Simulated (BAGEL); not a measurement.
**C2H6BS (SMILES [CH2]B(C)S): UHF/cc-pVDZ (density fitting with qzvpp-jkfit)**

Aim: the vertical ionisation energy of C2H6BS at UHF/cc-pVDZ (density fitting with qzvpp-jkfit), from 2 runs. 

Program for the calculation: BAGEL 1.2.2.

1 further run of the same task is left out (it didn't finish).

### Step 1. The molecule

The species is C2H6BS (10 atoms), meant as a doublet with charge 0. SMILES: `[CH2]B(C)S`. Geometry: relaxed at PBE0-D4/def2-TZVP. This is one conformer, not always the lowest.

Bond lengths: C1–B2 1.526 Å, B2–C3 1.569 Å, B2–S4 1.804 Å, C1–H5 1.087 Å, C1–H6 1.086 Å, C3–H7 1.097 Å, C3–H8 1.095 Å, C3–H9 1.091 Å, S4–H10 1.343 Å. Some angles: C1–B2–C3 122.4°, C1–B2–S4 114.6°, C3–B2–S4 123.0°, B2–C1–H5 122.1°, B2–C1–H6 123.6°, B2–C3–H7 109.3°, B2–C3–H8 110.7°, B2–C3–H9 114.9°, B2–S4–H10 98.8°, H5–C1–H6 114.3°.

### Step 2. A single-point energy at UHF/cc-pVDZ (density fitting with qzvpp-jkfit)

input.json reads:

```json
{ "bagel" : [

{
  "title" : "molecule",
  "basis" : "cc-pvdz.json",
  "df_basis" : "qzvpp-jkfit",
  "angstrom" : true,
  "geometry" : [
    { "atom" : "C", "xyz" : [   -1.347600,    0.728200,   -0.615700 ] },
    { "atom" : "B", "xyz" : [    0.025800,    0.124300,   -0.335600 ] },
    { "atom" : "C", "xyz" : [    0.392000,   -0.530200,    1.042800 ] },
    { "atom" : "S", "xyz" : [    1.179000,    0.205800,   -1.720200 ] },
    { "atom" : "H", "xyz" : [   -2.134400,    0.746700,    0.133900 ] },
    { "atom" : "H", "xyz" : [   -1.625600,    1.172700,   -1.567200 ] },
    { "atom" : "H", "xyz" : [   -0.198300,   -1.444600,    1.177900 ] },
    { "atom" : "H", "xyz" : [    0.112100,    0.129900,    1.870400 ] },
    { "atom" : "H", "xyz" : [    1.443700,   -0.796500,    1.159200 ] },
    { "atom" : "H", "xyz" : [    2.236400,   -0.387500,   -1.142600 ] }
  ]
},
{ "title" : "uhf", "nopen" : 1 },
{ "title" : "print", "file" : "orbitals.molden", "orbitals" : true }

]}
```

The basis set cc-pVDZ is read from a file made from the Basis Set Exchange's data (not shown).

The run is started by

```bash
$ BAGEL_NUM_THREADS=1 BAGEL input.json > input.out
```

Log:

```text
* using 1 threads per process

  ===============================================================
  ===============================================================

  *** Geometry ***

  { "atom" : "C", "xyz" : [     -2.546595,      1.376099,     -1.163504 ] },
  { "atom" : "B", "xyz" : [      0.048755,      0.234893,     -0.634192 ] },
  { "atom" : "C", "xyz" : [      0.740773,     -1.001933,      1.970606 ] },
  { "atom" : "S", "xyz" : [      2.227987,      0.388906,     -3.250707 ] },
  { "atom" : "H", "xyz" : [     -4.033431,      1.411058,      0.253034 ] },
  { "atom" : "H", "xyz" : [     -3.071939,      2.216082,     -2.961579 ] },
  { "atom" : "H", "xyz" : [     -0.374733,     -2.729898,      2.225908 ] },
  { "atom" : "H", "xyz" : [      0.211838,      0.245475,      3.534544 ] },
  { "atom" : "H", "xyz" : [      2.728198,     -1.505167,      2.190571 ] },
  { "atom" : "H", "xyz" : [      4.226184,     -0.732269,     -2.159201 ] },

  Number of auxiliary basis functions:      461

  Since a DF basis is specified, we compute 2- and 3-index integrals:
    o Being stored without compression. Storage requirement is 0.030 GB

  Number of basis functions:       90
  Number of electrons      :       39

    * METHOD: MOLECULE                             0.23

  *** Open-shell HF ***

  === Nuclear Repulsion ===
   136.1614714340

      * DIIS with orbital gradients will be used.

  === UHF iteration (cc-pvdz.json) ===
      0       -501.24934059          0.03155789           0.11
      1       -501.41860009          0.01476066           0.12
      2       -501.45302691          0.00683211           0.12
      3       -501.46137183          0.00143034           0.12
      4       -501.46271971          0.00043952           0.12
      5       -501.46295536          0.00022432           0.12
      6       -501.46307130          0.00004643           0.11
      7       -501.46308694          0.00001701           0.12
      8       -501.46309124          0.00000752           0.12
      9       -501.46309230          0.00000449           0.12
     10       -501.46309267          0.00000244           0.11
     11       -501.46309273          0.00000091           0.12
     12       -501.46309273          0.00000036           0.12
     13       -501.46309273          0.00000016           0.12
     14       -501.46309273          0.00000007           0.12
     15       -501.46309273          0.00000003           0.12
     16       -501.46309273          0.00000002           0.12
     17       -501.46309273          0.00000001           0.12
     18       -501.46309273          0.00000001           0.12
    * SCF iteration converged.

    * S^2 (UHF) is 0.7598

    * Permanent dipole moment:
           (    0.145861,     0.139267,    -0.494810) a.u.

    * METHOD: UHF                                  2.40

    * METHOD: PRINT                                0.02

  ===============================================================
```

Run time: 2.8 s. Hardware: 1 thread of Arm Neoverse V1, shared host; peak memory 0.12 GiB.

### Step 3. The singlet cation, same level

calc.json reads:

```json
{ "bagel" : [

{
  "title" : "molecule",
  "basis" : "cc-pvdz.json",
  "df_basis" : "qzvpp-jkfit",
  "angstrom" : true,
  "geometry" : [
    { "atom" : "C", "xyz" : [      -1.347600,       0.728200,      -0.615700 ] },
    { "atom" : "B", "xyz" : [       0.025800,       0.124300,      -0.335600 ] },
    { "atom" : "C", "xyz" : [       0.392000,      -0.530200,       1.042800 ] },
    { "atom" : "S", "xyz" : [       1.179000,       0.205800,      -1.720200 ] },
    { "atom" : "H", "xyz" : [      -2.134400,       0.746700,       0.133900 ] },
    { "atom" : "H", "xyz" : [      -1.625600,       1.172700,      -1.567200 ] },
    { "atom" : "H", "xyz" : [      -0.198300,      -1.444600,       1.177900 ] },
    { "atom" : "H", "xyz" : [       0.112100,       0.129900,       1.870400 ] },
    { "atom" : "H", "xyz" : [       1.443700,      -0.796500,       1.159200 ] },
    { "atom" : "H", "xyz" : [       2.236400,      -0.387500,      -1.142600 ] }
  ]
},

{ "title" : "hf", "charge" : 1 },

{ "title" : "print", "file" : "orbitals.molden", "orbitals" : true }

]}
```

The basis set cc-pVDZ is read from a file made from the Basis Set Exchange's data (not shown).

The run is started by

```bash
$ BAGEL_NUM_THREADS=1 BAGEL calc.json > calc.out
```

Log:

```text
* using 1 threads per process

  ===============================================================
  ===============================================================

  *** Geometry ***

  { "atom" : "C", "xyz" : [     -2.546595,      1.376099,     -1.163504 ] },
  { "atom" : "B", "xyz" : [      0.048755,      0.234893,     -0.634192 ] },
  { "atom" : "C", "xyz" : [      0.740773,     -1.001933,      1.970606 ] },
  { "atom" : "S", "xyz" : [      2.227987,      0.388906,     -3.250707 ] },
  { "atom" : "H", "xyz" : [     -4.033431,      1.411058,      0.253034 ] },
  { "atom" : "H", "xyz" : [     -3.071939,      2.216082,     -2.961579 ] },
  { "atom" : "H", "xyz" : [     -0.374733,     -2.729898,      2.225908 ] },
  { "atom" : "H", "xyz" : [      0.211838,      0.245475,      3.534544 ] },
  { "atom" : "H", "xyz" : [      2.728198,     -1.505167,      2.190571 ] },
  { "atom" : "H", "xyz" : [      4.226184,     -0.732269,     -2.159201 ] },

  Number of auxiliary basis functions:      461

  Since a DF basis is specified, we compute 2- and 3-index integrals:
    o Being stored without compression. Storage requirement is 0.030 GB

  Number of basis functions:       90
  Number of electrons      :       39

    * METHOD: MOLECULE                             0.23

  *** RHF ***

  === Nuclear Repulsion ===
   136.1614714340

      * DIIS with orbital gradients will be used.

  === RHF iteration (cc-pvdz.json) ===
      0       -500.97191664          0.01401119           0.06
      1       -501.10731443          0.00659548           0.06
      2       -501.13656623          0.00197640           0.06
      3       -501.14083598          0.00062767           0.06
      4       -501.14131553          0.00029291           0.06
      5       -501.14152192          0.00009460           0.06
      6       -501.14154615          0.00002800           0.06
      7       -501.14154823          0.00000876           0.06
      8       -501.14154841          0.00000262           0.06
      9       -501.14154843          0.00000091           0.06
     10       -501.14154843          0.00000033           0.06
     11       -501.14154843          0.00000013           0.06
     12       -501.14154843          0.00000006           0.06
     13       -501.14154843          0.00000003           0.06
     14       -501.14154843          0.00000001           0.06
     15       -501.14154843          0.00000000           0.06
    * SCF iteration converged.

    * Permanent dipole moment:
           (    1.798834,    -0.533781,    -0.312009) a.u.

    * METHOD: HF                                   1.13

    * METHOD: PRINT                                0.02

  ===============================================================
```

Run time: 1.5 s. Hardware: 1 thread of Arm Neoverse V1, shared host; peak memory 0.12 GiB.

### Step 4. What came out

At UHF/cc-pVDZ (density fitting with qzvpp-jkfit):

```
                                          quantity          value
                      doublet C2H6BS: total energy  -501.46309 Eh
                     doublet C2H6BS: dipole moment         1.36 D
                              doublet C2H6BS: ⟨S²⟩          0.760
                      singlet cation: total energy  -501.14155 Eh
                       singlet cation: HOMO energy      -15.87 eV
                       singlet cation: LUMO energy       -7.27 eV
                     singlet cation: HOMO–LUMO gap        8.61 eV
vertical ionisation energy (to the singlet cation)       8.750 eV
```

In words: The vertical ionisation energy comes to 8.75 eV (202 kcal/mol). Only the singlet of the ionised species was computed; a triplet could lie lower.
